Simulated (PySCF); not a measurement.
# C8H12: the cost of one run

Computed with PySCF 2.14.0 and routines of our own; the level stands in each step. Atoms count from 0.

## Step 1: The starting structure

20 atoms, charge -1, multiplicity 2; geometry from: GFN2-xTB.

## Step 2: Open-shell or spin-flip excitations: unrestricted TDA PBE0/def2-SVP in cyclohexane

Job settings and geometry (Å):

```
{"job": {"kind": "uabs", "xc": "PBE0", "basis": "def2-SVP", "nstates": 10, "tda": true, "solvent": "cyclohexane", "pol": false}, "charge": -1, "multiplicity": 2}
C      2.222013     0.046836    -1.547751
C      1.681848    -0.849690    -0.414182
C      1.153005    -0.074933     0.747533
C     -0.183086     0.134505     0.988861
C     -0.971720     0.806237     1.935427
C     -2.196611     0.269665     1.466199
C     -1.452107    -0.391958     0.310135
C     -1.736116     0.177874    -1.076204
H      1.429502     0.698872    -1.909287
H      3.033222     0.673755    -1.177414
H      2.599120    -0.544536    -2.387202
H      0.887094    -1.480098    -0.823052
H      2.504641    -1.516099    -0.102879
H      1.889421     0.432721     1.364542
H     -0.716167     1.414612     2.797662
H     -3.183995     0.723371     1.417958
H     -1.531926    -1.491073     0.270559
H     -1.614022     1.260799    -1.060735
H     -2.761437    -0.046954    -1.385649
H     -1.057827    -0.233228    -1.827254
```

Method: unrestricted TDA PBE0/def2-SVP, vertical, IEF-PCM cyclohexane (non-equilibrium linear response), core orbitals frozen in the response.

Started as:

```console
$ OMP_NUM_THREADS=1 python excited_run.py task.json out
```

This one command runs all jobs of the session in turn.

Q: Estimate the wall time and peak memory of this first job on 1 thread of Intel Xeon at 2.70GHz, shared host.

About 86 s, with a peak of 0.92 GiB.
